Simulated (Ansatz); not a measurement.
Crystal: KPt.

```
Pt K
1.0
     3.00085    0.00000    0.00000
    -1.50042    2.59881    0.00000
     0.00000    0.00000    5.34558
Pt K
1 1
Cartesian
  1.5004 0.8663 0.0000
  0.0000 0.0000 2.6728
```

The cell comes from a database or a generator and needn't be the stable form of this composition.

Program: Ansatz 0.2.0. Alike in all runs: task single point; potentials or basis Ansatz PAW; no spin polarisation; cell as given; k mesh 10 × 10 × 5.

Question: Order these runs on this cell by their pressure, lowest first.
A. level RPBE; cutoff (eV) 420; smearing gaussian 0.02 eV
B. level PBE; cutoff (eV) 420; smearing fermi-dirac 0.05 eV
C. level LDA; cutoff (eV) 420; smearing gaussian 0.05 eV
D. level r2SCAN+D4; cutoff (eV) 500; smearing gaussian 0.05 eV

Answer: C (-7.1 GPa), D (-2.9 GPa), B (0.3 GPa), A (3.3 GPa).

Caveats: the PAW data sets come from PBE, with cores solved anew for the run's functional, which leaves a small shift of forces and pressure (some runs); pairwise dispersion overbinds metals, which lowers pressure and volume (some runs); the potentials were made for another functional, which shifts forces and pressure (some runs).

Not every run made on this cell is shown here.
